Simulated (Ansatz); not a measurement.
# AuF₃HOP: a ladder of functionals and wavefunction methods

One table from this session's results is given with a row withheld; the runs are named, their logs left out.

Program: Ansatz 0.2.0, Gaussian basis. Level of theory: functionals in def2-TZVPP, the program's frozen cores in correlated methods. These are calculated values, not measurements.

The runs, in order: LDA (SPW92), PBE-D4, revPBE-D4, BLYP-D4, r2SCAN-D4, B97M-V, PBE0-D4, B3LYP-D4, r2SCANh-D4, r2SCAN0-D4, HSE06-D4, BHLYP-D4, CAM-B3LYP-D4, LC-ωPBE, ωB97X-V, ωB97M-V, B2PLYP, PBE-QIDH; CCSD(T)/def2-SVP; CCSD(T)/def2-TZVPP; MP2/def2-QZVPP; extrapolation to the limit; RPA on PBE.

## The relaxed structure

The geometry comes from an earlier relaxation with PBE0-D4 in a triple-zeta def2 set; it is a stationary point, not always the lowest conformer. Au takes the def2 core potential; no spin-orbit term is included.

SMILES `[OH][Au-][P+](F)(F)F`, 7 atoms, charge 0, spin multiplicity 1.

Atoms are counted from 1 here; the program's logs count them from 0.

Bond lengths: O1–Au2 1.945 Å, O1–H7 0.960 Å, Au2–P3 2.150 Å, P3–F4 1.545 Å, P3–F5 1.546 Å, P3–F6 1.546 Å. Angles: Au2–O1–H7 111.9°, O1–Au2–P3 177.7°, Au2–P3–F4 117.2°, Au2–P3–F5 118.8°, Au2–P3–F6 118.8°, F4–P3–F5 99.5°, F4–P3–F6 99.6°, F5–P3–F6 99.2°.

Coordinates:

```mol
AuF3HOP
  3D, bonds by distance, orders not assigned

  7  6  0  0  0  0  0  0  0  0999 V2000
    1.4461   -2.4807    0.2266 O   0  0
    0.5064   -0.7829    0.0935 Au  0  0
   -0.4661    1.1320   -0.0153 P   0  0
   -1.8999    1.1652   -0.5901 F   0  0
    0.1781    2.2463   -0.8715 F   0  0
   -0.6944    1.9256    1.2915 F   0  0
    0.9299   -3.2055   -0.1348 H   0  0
  1  2  8  0
  2  3  8  0
  3  4  8  0
  3  5  8  0
  3  6  8  0
  1  7  8  0
M  END
```

Set-up of the first run:

The input, in.yaml:

```yaml
crystal:
  periodic: [false, false, false]
  atoms:
    - {symbol: O, position_ang: [1.446093, -2.480656, 0.226582]}
    - {symbol: Au, position_ang: [0.506386, -0.782913, 0.093536]}
    - {symbol: P, position_ang: [-0.466146, 1.132002, -0.015261]}
    - {symbol: F, position_ang: [-1.899881, 1.165244, -0.590090]}
    - {symbol: F, position_ang: [0.178088, 2.246276, -0.871536]}
    - {symbol: F, position_ang: [-0.694404, 1.925565, 1.291532]}
    - {symbol: H, position_ang: [0.929863, -3.205509, -0.134764]}
basis:
  gaussian: {orbitals: def2-TZVPP}
hamiltonian: {xc: lda}
output: {orbitals: {seedname: orbitals}}
```

Started as:

```
> ansatz run in.yaml --threads 4 --pin off --events-out ev --progress --plain --max-ram 10444MiB
```

Among the steps run: LDA; PBE-D4 (GGA); revPBE-D4 (GGA); BLYP-D4 (GGA); r2SCAN-D4 (meta-GGA); B97M-V (meta-GGA); B3LYP-D4 (hybrid); r2SCANh-D4 (hybrid); r2SCAN0-D4 (hybrid); HSE06-D4 (hybrid); BHLYP-D4 (hybrid); CAM-B3LYP-D4 (range-separated); LC-ωPBE (range-separated); ωB97X-V (range-separated); ωB97M-V (range-separated); B2PLYP (double hybrid); PBE-QIDH (double hybrid).

One of the session's tables, all rows but one given; the rest of the session is left out.

It belongs to the step «Frontier levels by functional». 

| functional | HOMO (eV) | LUMO (eV) | gap (eV) |
| --- | --- | --- | --- |
| LDA (SPW92) | -6.44 | -2.38 | 4.07 |
| PBE-D4 | ? | ? | ? |
| revPBE-D4 | -6.06 | -1.97 | 4.09 |
| BLYP-D4 | -6.05 | -2.00 | 4.06 |
| r2SCAN-D4 | -6.41 | -1.87 | 4.54 |
| B97M-V | -6.41 | -1.94 | 4.47 |
| PBE0-D4 | -7.58 | -1.34 | 6.24 |
| B3LYP-D4 | -7.35 | -1.58 | 5.77 |
| r2SCANh-D4 | -6.95 | -1.60 | 5.35 |
| r2SCAN0-D4 | -7.79 | -1.20 | 6.58 |
| HSE06-D4 | -7.17 | -1.70 | 5.48 |
| BHLYP-D4 | -8.98 | -0.60 | 8.38 |
| CAM-B3LYP-D4 | -8.99 | -0.46 | 8.53 |
| LC-ωPBE | -10.26 | 0.67 | 10.93 |
| ωB97X-V | -9.94 | 0.56 | 10.49 |
| ωB97M-V | -9.91 | 0.32 | 10.23 |

**Question.** Estimate the row for PBE-D4.

As computed: HOMO (eV): -6.16; LUMO (eV): -2.09; gap (eV): 4.07. In the column «HOMO (eV)» it lies between B97M-V (-6.41) and revPBE-D4 (-6.06).
